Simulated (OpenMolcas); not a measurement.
**Pm³⁺ among point charges: CASSCF levels and susceptibility**

How does a field of 6 point charges split the states of Pm³⁺, and what χT follows?

The numbers are computed with OpenMolcas 26.06 (state-averaged CASSCF, spin-orbit coupling by RASSI with atomic mean-field integrals), except any that are marked as measured or tabulated.

## Step 1: The system

- Species: Pm³⁺ (promethium, Z = 61, 58 electrons)
- Basis: ANO-RCC-VDZP [7s6p4d2f1g], 68 functions
- Scalar Hamiltonian: DKH2, point nucleus
- Inactive shells: 1s 2s 2p 3s 3p 3d 4s 4p 4d 5s 5p
- Active space: 4 electrons in 7 orbitals (4f)
- Some configurations of this space: 4f⁴
- Orbitals: optimised for the highest spin of each parity, averaged over all roots

The outer shells:

4f4
```
4f [↑ ][↑ ][↑ ][↑ ][  ][  ][  ]
```

The ion sits among 6 point charges of -1 e arranged as an octahedron (Oh), 2.97 Å from the ion.

The work runs as a chain of OpenMolcas steps in one folder; each step below is one input file. Labels, J, g values, rates, χT and fits are worked out afterwards by a script from the matrices that RASSI stores. The input lists half of the charges; inversion (Group=XYZ) makes the rest.

## Step 2: One- and two-electron integrals

File a.inp:

```
&GATEWAY
Coord
1

Pm 0.0 0.0 0.0
Basis=ANO-RCC-VDZP
Group=XYZ
NoMove
AngMom=0.0 0.0 0.0
AMFI
XField
3 Angstrom 0
2.970000 0.000000 0.000000 -1.000000
0.000000 2.970000 0.000000 -1.000000
0.000000 0.000000 2.970000 -1.000000
&SEWARD
```

Run with:

```sh
$ OMP_NUM_THREADS=1 MOLCAS_MEM=2252 MOLCAS_PROJECT=a pymolcas a.inp > a.log
```

## Step 3: Reference wave functions, quintets of even parity, 35 roots

File a.inp:

```
&RASSCF
FileOrb=start.orb
Symmetry=1
Spin=5
nActEl=4 0 0
Inactive=15 12
Ras2=0 7
CIRoot=35 35 1
SDav=35
CIMx=300
Iter=120 100
PrWF=0.3
OrbListing=Nothing
MaxOrb=0
>>> COPY $Project.JobIph JOB001
```

start.orb holds the contracted functions of the basis, ordered by shell, or the orbitals of the step before.

## Step 4: CASSCF: triplets of even parity, 162 roots

File a.inp:

```
&RASSCF
FileOrb=start.orb
Symmetry=1
Spin=3
nActEl=4 0 0
Inactive=15 12
Ras2=0 7
CIRoot=162 162 1
SDav=210
CIMx=300
Iter=120 100
PrWF=0.3
OrbListing=Nothing
MaxOrb=0
CIOnly
>>> COPY $Project.JobIph JOB002
```

## Step 5: CASSCF: singlets of even parity, 162 roots

File a.inp:

```
&RASSCF
FileOrb=start.orb
Symmetry=1
Spin=1
nActEl=4 0 0
Inactive=15 12
Ras2=0 7
CIRoot=162 162 1
SDav=196
CIMx=300
Iter=120 100
PrWF=0.3
OrbListing=Nothing
MaxOrb=0
CIOnly
>>> COPY $Project.JobIph JOB003
```

## Step 6: RASSI: spin-orbit coupling between the states

File a.inp:

```
&RASSI
NrOfJobIphs=3 32 106 31
1 2 3 4 5 6 7 8 9 10 11 12 13 14 15 16 17 18 19 20 21 22 23 24 25 26 27
28 29 30 31 32
1 2 3 4 5 6 7 8 9 10 11 12 13 14 15 16 17 18 19 20 21 22 23 24 25 26 27
28 29 30 31 32 33 34 35 36 37 38 39 40 41 42 43 44 45 46 47 48 49 50 51
52 53 54 55 56 57 58 59 60 61 62 63 64 65 66 67 68 69 70 71 72 73 74 75
76 77 78 79 80 81 82 83 84 85 86 87 88 89 90 91 92 93 94 95 96 97 98 99
100 101 102 103 104 105 106
1 2 3 4 5 6 7 8 9 10 11 12 13 14 15 16 17 18 19 20 21 22 23 24 25 26 27
28 29 30 31
IphNames
JOB001
JOB002
JOB003
EJob
SpinOrbit
DIPRint=1.0
SOCoupling=1000.0
Subsets=2
Property=9
'ANGMOM' 1 'ANGMOM' 2 'ANGMOM' 3 'MLTPL  1' 1 'MLTPL  1' 2 'MLTPL  1' 3
'AMFI' 1 'AMFI' 2 'AMFI' 3
SOProperty=3
'ANGMOM' 1 'ANGMOM' 2 'ANGMOM' 3
```

What does the calculation give? Wanted: spin-free ground state; first state of the same spin within the active space; lowest level; next level.

As calculated:

| quantity | value |
| --- | --- |
| method | CASSCF |
| spin-free ground state | 5A1, 1-fold in its orbital part |
| first state of the same spin within the active space | 5T1 at 8.63 cm⁻¹ |
| lowest level | 3-fold T2 |
| next level | 33.2 cm⁻¹ |
| χT at 300 K | 1.00 cm³ K/mol |
| effective moment at 300 K | 2.83 μB |

**Reading.** The spin-free ground state (5A1) comes to 100 % from free-ion I terms and keeps the highest spin of the shell. The triplets, singlets rest on orbitals optimised for another spin in at least one step, which raises them against the optimised states. Not all states of the active space went into the spin-orbit step. High states of lower spin are left out of the spin-orbit mixing, and CASSCF puts spin-flip levels too high. This is an electrostatic model: the charges have no orbitals.
